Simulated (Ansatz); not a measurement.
# CH3AlFN: rigid scan of one bond length, by script

All numbers are computed with Ansatz 0.2.0, driven from Python. Level of theory: PBE0/def2-SVP.

**1. The system**

Bond lengths: F1–Al2 1.823 Å, Al2–C3 1.908 Å, Al2–N4 1.938 Å, C3–N4 1.410 Å, C3–H5 1.143 Å, C3–H6 1.107 Å, N4–H7 1.010 Å. Angles: F1–Al2–C3 149.3°, F1–Al2–N4 153.1°, C3–Al2–N4 43.0°, Al2–C3–N4 69.6°, Al2–C3–H5 116.4°, Al2–C3–H6 118.6°, N4–C3–H5 109.3°, N4–C3–H6 116.4°, H5–C3–H6 117.1°, Al2–N4–C3 67.4°, Al2–N4–H7 107.2°, C3–N4–H7 114.3°.

No structure file is read: the coordinates are typed or built in the script.

**2. Script**

ch3alfn.py

```python
"""Potential curve of CH3AlFN along one bond."""

import ansatz as az
import numpy as np

GEOMETRY = """
F    -0.75380   -2.58150    1.23630
Al   -0.16570   -1.13390    0.29760
C     0.20920    0.73610    0.22970
N    -0.39320    0.31210   -0.97220
H     1.29450    1.03020    0.02540
H    -0.38690    1.41900    0.86550
H     0.25710    0.15000   -1.72810
"""


def main() -> None:
    geometry = az.Crystal.molecule()
    for line in GEOMETRY.strip().splitlines():
        symbol, *xyz = line.split()
        geometry = geometry.atom(symbol, [float(v) for v in xyz])

    symbols = [site.symbol for site in geometry.cartesian_sites]
    start = np.array([site.position_ang for site in geometry.cartesian_sites])
    axis = (start[4] - start[2]) / np.linalg.norm(start[4] - start[2])
    moving = [4]
    lengths, energies = [1.006, 1.051, 1.097, 1.143, 1.189, 1.234, 1.28, 1.349], []
    for length in lengths:
        xyz = start.copy()
        xyz[moving] += (length - np.linalg.norm(start[4] - start[2])) * axis
        point = az.Crystal.molecule()
        for symbol, xyz in zip(symbols, xyz):
            point = point.atom(symbol, xyz.tolist())
        calc = (
            point.calculation()
            .basis(gaussian="def2-SVP")
            .functional("pbe0")
            .accuracy("medium")
        )
        r = calc.run().report
        energies.append(r["free_energy_ev"])
        print(f"r = {length:6.3f} A  E = {energies[-1]:.5f} eV  <S^2> = {abs(r['mean_field']['state']['spin_squared']):.3f}")

    # quartic fit about the minimum
    fit = np.polynomial.Polynomial.fit(lengths, np.array(energies) - min(energies), 4).convert()
    roots = [r.real for r in fit.deriv().roots() if abs(r.imag) < 1e-9 and fit.deriv(2)(r.real) > 0]
    r_e = min(roots, key=lambda r: abs(r - lengths[int(np.argmin(energies))]))
    print(f"minimum of the fit at {r_e:.4f} A, force constant {fit.deriv(2)(r_e):.2f} eV/A^2")


if __name__ == "__main__":
    main()
```

**3. What the engine is handed**

The package turns the script's settings into the engine's input (first run):

```yaml
crystal:
  periodic: [false, false, false]
  atoms:
    - { symbol: F, position_ang: [-0.7538, -2.5815, 1.2363] }
    - { symbol: Al, position_ang: [-0.1657, -1.1339, 0.2976] }
    - { symbol: C, position_ang: [0.2092, 0.7361, 0.2297] }
    - { symbol: "N", position_ang: [-0.3932, 0.3121, -0.9722] }
    - { symbol: H, position_ang: [1.1645401008914469, 0.9949828191948535, 0.049864025972429185] }
    - { symbol: H, position_ang: [-0.3869, 1.419, 0.8655] }
    - { symbol: H, position_ang: [0.2571, 0.15, -1.7281] }
accuracy: medium
basis:
  gaussian:
    orbitals: def2-SVP
hamiltonian:
  xc: pbe0
```

**4. Running it**

Started as:

```bash
> python ch3alfn.py
```

**Question.** How long does this script take on 1 thread of Arm Neoverse V1, shared host, and how much memory does it need?

About 16 s, with a peak of 0.2 GiB.
